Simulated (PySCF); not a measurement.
# UTPSSh/def2-SVP run of SiNH5Se+ (SMILES [NH2+][SiH2][SeH])

What is the vertical doublet–quartet gap of SiNH5Se+ at UTPSSh/def2-SVP? 

The results are computed with PySCF 2.14.0.

## (1) The molecule

SiNH5Se+: 8 atoms, total charge +1, spin state doublet. SMILES: `[NH2+][SiH2][SeH]`. The shape comes from GFN2-xTB, which is rough for such elements, and wasn't checked as a minimum. This is one conformer, not always the lowest.

Bond lengths: N1–Si2 1.690 Å, Si2–Se3 2.602 Å, N1–H4 1.011 Å, N1–H5 1.011 Å, Si2–H6 1.452 Å, Si2–H7 1.452 Å, Se3–H8 1.450 Å. Angles: N1–Si2–Se3 104.4°, N1–Si2–H6 112.8°, N1–Si2–H7 114.7°, Se3–Si2–H6 97.4°, Se3–Si2–H7 96.1°, Si2–N1–H4 124.2°, Si2–N1–H5 124.3°, Si2–Se3–H8 97.0°, H6–Si2–H7 125.1°, H4–N1–H5 111.0°.

## (2) A single-point energy at UTPSSh/def2-SVP

File job.py:

```python
from pyscf import gto, dft

mol = gto.Mole()
mol.atom = '''
N       -0.876260       0.357030      -0.792440
Si       0.560870       0.643760       0.049190
Se       1.145560      -1.649270       1.132110
H       -0.918800       0.017130      -1.744090
H       -1.793540       0.624830      -0.462260
H        0.353190       1.385190       1.280410
H        1.745760       0.728080      -0.785180
H       -0.216790      -2.106740       1.322270
'''
mol.charge = 1
mol.basis = 'def2-svp'
mol.spin = 1
mol.max_memory = 1860
mol.verbose = 3
mol.build()

mf = dft.UKS(mol)
mf.xc = 'tpssh'
mf.grids.level = 1
mf.conv_tol = 1e-10
mf.kernel()
if not mf.converged:
    mf = mf.newton().run(mf.mo_coeff, mf.mo_occ)

energy = mf.e_tot
print('Final energy', energy)
```

On the command line:

```sh
$ OMP_NUM_THREADS=1 python job.py
```

The log of the run:

```text
WARN: HOMO -0.270174412774353 >= LUMO -0.270174412774352

converged SCF energy = -2748.06417363018  <S^2> = 0.7534973  2S+1 = 2.0034943
Final energy -2748.0641736301764
```

It took 22 s on 1 thread of Arm Neoverse V1, shared host; peak memory 0.3 GiB.

## (3) The quartet, same level

File mol.xyz:

```xyz
8
H5NSeSi
N     -0.876260     0.357030    -0.792440
Si     0.560870     0.643760     0.049190
Se     1.145560    -1.649270     1.132110
H     -0.918800     0.017130    -1.744090
H     -1.793540     0.624830    -0.462260
H      0.353190     1.385190     1.280410
H      1.745760     0.728080    -0.785180
H     -0.216790    -2.106740     1.322270
```

File input.py:

```python
from pyscf import gto, dft

molecule = gto.M(
    atom='mol.xyz',
    charge=1,
    verbose=3,
    max_memory=1860,
    basis='def2-svp',
    spin=3,
)

calc0 = dft.UKS(molecule)
calc0.xc = 'tpssh'
calc0.grids.level = 1
calc0.conv_tol = 1e-10
calc0.kernel()
if not calc0.converged:
    calc0 = calc0.newton().run(calc0.mo_coeff, calc0.mo_occ)

e_final = calc0.e_tot
print('E(%s) = %.9f' % ('TPSSH', e_final))
```

On the command line:

```sh
$ OMP_NUM_THREADS=1 python input.py
```

The log of the run:

```text
WARN: HOMO -0.0559731273991417 >= LUMO -0.290066018625814

WARN: HOMO -0.28610601326484 >= LUMO -0.482777762358829

WARN: HOMO -0.279833206632026 >= LUMO -0.42896911543907

WARN: HOMO -0.255690654115578 >= LUMO -0.414374908104283

WARN: HOMO -0.260681877860862 >= LUMO -0.415467340372867

WARN: HOMO -0.262072232044276 >= LUMO -0.410541640079866

WARN: HOMO -0.262375846401648 >= LUMO -0.411574695559421

WARN: HOMO -0.262400278640953 >= LUMO -0.411460791633828

WARN: HOMO -0.262370734175762 >= LUMO -0.411441033841613

WARN: HOMO -0.262349462878379 >= LUMO -0.411438829156725

WARN: HOMO -0.262348287198044 >= LUMO -0.411450781478738

WARN: HOMO -0.262356158241105 >= LUMO -0.411460351425468

WARN: HOMO -0.262350963442714 >= LUMO -0.411458642572593

WARN: HOMO -0.262351277856053 >= LUMO -0.411460327804049

WARN: HOMO -0.262351513243168 >= LUMO -0.411460902816226

WARN: HOMO -0.262351223006718 >= LUMO -0.411460447776048

converged SCF energy = -2747.87850430094  <S^2> = 3.7585907  2S+1 = 4.0042931
E(TPSSH) = -2747.878504301
```

Wall time 17 s (1 thread of Arm Neoverse V1, shared host); peak memory 0.3 GiB.

## (4) Summary of results

Level: UTPSSh/def2-SVP.

| quantity | value |
| --- | --- |
| doublet: total energy | -2748.06417 Eh |
| doublet: HOMO energy (highest over α and β) | -12.05 eV |
| doublet: LUMO energy (lowest over α and β) | -10.85 eV |
| doublet: ⟨S²⟩ | 0.753 |
| quartet: total energy | -2747.87850 Eh |
| quartet: HOMO energy (highest over α and β) | -7.14 eV |
| quartet: ⟨S²⟩ | 3.759 |
| vertical energy of the quartet above the doublet | 5.052 eV |

In words: At this shape the quartet lies 5.05 eV (117 kcal/mol) above the doublet. Mulliken charges (quartet) run from -0.13 on N1 to +0.41 on Se3; they depend strongly on the basis.
